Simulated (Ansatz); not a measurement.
Hg3Pd, space group Pm-3m: a convergence test of the k-point mesh, run with the Python package of Ansatz (0.2.0).

`kconv.py`
```python
# -*- coding: utf-8 -*-
"""Convergence of Hg3Pd with the k-point mesh."""

import warnings

import ansatz
import pandas as pd


def main():
    warnings.simplefilter("ignore", ansatz.DeckWarning)

    cell = (
        ansatz.Lattice.of((4.365, 0.0, 0.0), (0.0, 4.365, 0.0), (0.0, 0.0, 4.365))
        .atom("Hg", (0.5, 0.0, 0.5))
        .atom("Hg", (0.0, 0.5, 0.5))
        .atom("Hg", (0.5, 0.5, 0.0))
        .atom("Pd", (0.0, 0.0, 0.0))
    )

    calculation = (
        cell.calculation()
        .occupations("cold")
        .pseudopotentials("paw")
        .functional("r2scan")
    )

    rows = []
    for value in [(2, 2, 2), (3, 3, 3), (4, 4, 4), (5, 5, 5), (6, 6, 6)]:
        rep = calculation.kpoints(*value).run(threads=1).report
        rows.append((value, rep["free_energy_ev"] / len(rep["lattice"]["sites"]), rep["n_iterations"], rep["n_kpoints"]))

    table = pd.DataFrame(rows, columns=["mesh", "F/atom (eV)", "iterations", "k-points"])
    print(table.round(5).to_string(index=False))

    # differences from the last row
    for row in rows[:-1]:
        shift = 1000 * (row[1] - rows[-1][1])
        print(f"{row[0]}: {shift:+.2f} meV/atom" + ("  (within 5 meV)" if abs(shift) < 5 else ""))


if __name__ == "__main__":
    main()
```

How fast does the energy converge with the mesh (threshold 5 meV an atom)?

From 5×5×5 on it stays within 5 meV an atom of the value at 6×6×6; the first row (2×2×2) is off by 93.4 meV and the last but one by 0.48 meV. That rests on few rows after larger swings, so the series isn't shown to be converged.

What the script printed:

```console
$ python kconv.py
     mesh  F/atom (eV)  iterations  k-points
(2, 2, 2) -12117.35661           9         4
(3, 3, 3) -12117.33949          10         4
(4, 4, 4) -12117.28757           8        10
(5, 5, 5) -12117.26277           8        10
(6, 6, 6) -12117.26325           8        20
(2, 2, 2): -93.36 meV/atom
(3, 3, 3): -76.24 meV/atom
(4, 4, 4): -24.31 meV/atom
(5, 5, 5): +0.48 meV/atom  (within 5 meV)
```

Reading the output:
- Spin-orbit coupling, which matters for elements this heavy, is left out.
- This cell is a computed structure, which may not be the phase found in nature.
- Shifts are counted from the finest mesh, which is itself no proven limit.

(A comment or docstring line of the script was reworded after the run, the code is as it ran; lines on the test bed's own set-up are left out of the output.)
